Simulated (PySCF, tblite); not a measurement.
# C7H10BF: geometry, infrared bands and NMR shifts

What infrared bands and NMR shifts should C7H10BF (`CB(C)C#C/C=C\CF`) show?

The runs use tblite 0.8.0 and PySCF 2.14.0, with density-fitted response routines of our own; the level of theory stands in each step. All values are computed, except where a source is named. Atoms are numbered from 0 throughout.

## Step 1: Starting geometry

19 atoms, charge 0, multiplicity 1; geometry from: force field or distance geometry start.

Bonds of the start (Å): C0–B1 1.59, B1–C2 1.60, B1–C3 1.56, C3–C4 1.20, C4–C5 1.43, C5–C6 1.32, C6–C7 1.49, C7–F8 1.39, C0–H9 1.13, C0–H10 1.13, C0–H11 1.09, C2–H12 1.11, C2–H13 1.12, C2–H14 1.08, C5–H15 1.07, C6–H16 1.08, C7–H17 1.10, C7–H18 1.11.

## Step 2: Geometry optimisation with GFN2-xTB

The job: settings as JSON, then the geometry in Å.

```
{"job": {"kind": "relax", "xc": "GFN2-xTB", "basis": "xTB"}, "charge": 0, "multiplicity": 1}
C     -2.805800     0.883600     0.726400
B     -1.797900    -0.321200     0.458400
C     -2.438200    -1.560200    -0.325000
C     -0.377600     0.101100    -0.026600
C      0.717500     0.412500    -0.400900
C      2.007900     0.812600    -0.883400
C      3.114900     0.540100    -0.208900
C      3.055700    -0.199400     1.084600
F      3.598600     0.614800     2.067800
H     -3.775500     0.519700     1.172100
H     -3.007700     1.334200    -0.291900
H     -2.352800     1.685800     1.311900
H     -2.128200    -1.412600    -1.380900
H     -3.556300    -1.454600    -0.323500
H     -2.151900    -2.519900     0.075800
H      2.109900     1.356100    -1.798900
H      4.070300     0.858000    -0.591200
H      2.037800    -0.521100     1.365800
H      3.669600    -1.120100     0.991200
```

On the command line:

```bash
> OMP_NUM_THREADS=1 python probes_run.py task.json out
```

One launch serves the whole session: the jobs run in the order shown.

**Question.** This job is followed by: GFN2-xTB harmonic vibrations, gas phase; GIAO PBE0/pcSseg-1 NMR shielding, non-relativistic, gas phase. What will the session give for the following? strongest single infrared mode (GFN2-xTB); zero-point energy (GFN2-xTB); ¹³C shifts against TMS (PBE0/pcSseg-1, means over atoms taken as alike); ¹H shifts against TMS (PBE0/pcSseg-1, means over atoms taken as alike); ¹¹B shifts against BF3·OEt2 (PBE0/pcSseg-1); ¹⁹F shifts against CFCl3 (PBE0/pcSseg-1).

The runs gave:

```
                                                               quantity                                       value
                              strongest single infrared mode (GFN2-xTB)                        857 cm⁻¹, 154 km/mol
                                           zero-point energy (GFN2-xTB)                               92.3 kcal/mol
¹³C shifts against TMS (PBE0/pcSseg-1, means over atoms taken as alike)  144.2, 133.8, 119.3, 114.9, 86.1, 17.0 ppm
 ¹H shifts against TMS (PBE0/pcSseg-1, means over atoms taken as alike)                  6.36, 6.05, 5.54, 1.04 ppm
                            ¹¹B shifts against BF3·OEt2 (PBE0/pcSseg-1)                                    72.0 ppm
                               ¹⁹F shifts against CFCl3 (PBE0/pcSseg-1)                                  -252.9 ppm
```

**Reading.** The optimisation took 108 steps and gained 0.678 eV; among the close pairs (by a distance rule), B1–C3 changed most, from 1.559 to 1.503 Å. All 51 modes are real, so the xTB geometry is a minimum. The strongest single mode, at 857 cm⁻¹, is carried by B1, H10, H14, H12. GFN2-xTB is a fitted tight-binding method: band positions and strengths are rough. Its intensities can rank the bands wrongly. At PBE0/pcSseg-1: The widest tensor belongs to C3: span 230 ppm, with a paramagnetic part of -192 ppm.
